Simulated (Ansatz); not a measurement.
**MoSe under changes of volume**

One of the cells (22.808 Å³/atom); the others are scaled copies at fixed shape and fractional positions:

```
CELL_PARAMETERS angstrom
3.47067 0.00000 0.00000
-1.73533 3.00569 0.00000
0.00000 0.00000 4.37280
ATOMIC_POSITIONS crystal
Mo 0.66667 0.33333 0.02544
Se 0.33333 0.66667 0.11843
```

The cell was built by a generator and needn't be a form met in nature.

| Item | Value |
| --- | --- |
| Program | Ansatz 0.2.0 |
| Functional | PBE |
| Potentials or basis | all-electron LAPW, scalar-relativistic |
| Cutoff | 495 eV (chosen from the basis error) |
| Basis error allowed | 0.0005 eV/atom |
| k mesh | 9 × 9 × 6 |
| Occupations | fermi-dirac, width 0.05 eV |
| Spin | no spin polarisation |

```tsv
volume (Å³/atom)	energy over the lowest point (meV/atom)	pressure (GPa)	largest force (eV/Å)
21.439	?	?	?
21.896	954.20	82.0	7.051
22.352	730.62	75.5	6.592
22.808	524.68	69.6	6.159
23.264	335.04	64.0	5.752
23.720	160.52	58.9	5.367
24.176	0.00	54.2	5.004
```

Problem. What does the run at 21.439 Å³/atom give?

Solution. Energy over the lowest point 1196.89 meV/atom; pressure 89.0 GPa; largest force 7.539 eV/Å.

Worked out: A Birch-Murnaghan fit of order 3 (a polynomial in V^(-2/3)) to the other rows has no minimum within the range. It gives 1197.41 meV/atom at 21.439 Å³/atom, against the run's 1196.89, and -dE/dV = 88.8 GPa, against 89.0.

Energies are extrapolated to zero smearing.

Caveats: this functional lacks dispersion, which binds the layers, so the pressure and a relaxed spacing across them are unreliable; forces of over 1 eV/Å show positions far from the minimum, so gaps and moduli don't describe the material at rest.
